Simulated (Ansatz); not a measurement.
# Br2HInS2: how energies converge with the basis set

One table from this session's results is given with a row withheld; the runs are named, their logs left out.

Method: one geometry, several basis sets; program: Ansatz 0.2.0, Gaussian basis.

Plan: PBE0-D4/def2-SVP; ωB97M-V/def2-SVP; PBE0-D4/def2-QZVPP; ωB97M-V/def2-QZVPP; the functionals' def2-TZVPP values are taken from earlier runs.

## The relaxed structure

An earlier PBE0-D4 in a triple-zeta def2 set relaxation fixed the geometry. In takes the def2 core potential; no spin-orbit term is included.

SMILES `S[S][In]([Br])[Br]`, 6 atoms, charge 0, spin multiplicity 1.

Atoms are counted from 1 here; the program's logs count them from 0.

Bond lengths: S1–S2 2.057 Å, S1–H6 1.346 Å, S2–In3 2.389 Å, In3–Br4 2.452 Å, In3–Br5 2.447 Å. Angles: S2–S1–H6 98.1°, S1–S2–In3 102.1°, S2–In3–Br4 120.2°, S2–In3–Br5 120.8°, Br4–In3–Br5 119.0°.

Coordinates:

```xyz
6

S     0.92301    1.88800    0.95782
S     0.19943    0.07840    1.61596
In   -0.15648   -1.09278   -0.43546
Br   -0.82878   -3.45078   -0.40998
Br    0.11412    0.03874   -2.58811
H    -0.25130    2.53842    0.85977
```

The first run:

The input, in.yaml:

```yaml
crystal:
  periodic: [false, false, false]
  atoms:
    - {symbol: S, position_ang: [0.923012, 1.888002, 0.957822]}
    - {symbol: S, position_ang: [0.199428, 0.078402, 1.615964]}
    - {symbol: In, position_ang: [-0.156476, -1.092781, -0.435464]}
    - {symbol: Br, position_ang: [-0.828784, -3.450784, -0.409981]}
    - {symbol: Br, position_ang: [0.114124, 0.038741, -2.588113]}
    - {symbol: H, position_ang: [-0.251304, 2.538419, 0.859774]}
basis:
  gaussian: {orbitals: def2-SVP}
hamiltonian: {xc: pbe0, dispersion: d4}
output: {orbitals: {seedname: orbitals}}
```

The run is started by

```console
> ansatz run in.yaml --threads 2 --pin off --events-out ev --progress --plain --max-ram 32768MiB --backend cpu
```

Steps of the session up to this table: PBE0-D4 in def2-SVP; ωB97M-V in def2-SVP; PBE0-D4 in def2-QZVPP; ωB97M-V in def2-QZVPP.

One table of the session follows, with a row left open; its other results are not shown here.

It belongs to the step «Density functionals: the series». 

| functional | basis | HOMO (eV) | LUMO (eV) |
| --- | --- | --- | --- |
| PBE0-D4 | def2-SVP | -7.36 | -2.57 |
| PBE0-D4 | def2-TZVPP | ? | ? |
| PBE0-D4 | def2-QZVPP | -7.43 | -2.68 |
| ωB97M-V | def2-SVP | -9.35 | -0.63 |
| ωB97M-V | def2-TZVPP | -9.45 | -0.80 |
| ωB97M-V | def2-QZVPP | -9.47 | -0.88 |

Estimate the missing values for PBE0-D4, def2-TZVPP.

As computed: HOMO (eV): -7.42; LUMO (eV): -2.65. In the column «HOMO (eV)» it lies between PBE0-D4, def2-QZVPP (-7.43) and PBE0-D4, def2-SVP (-7.36).
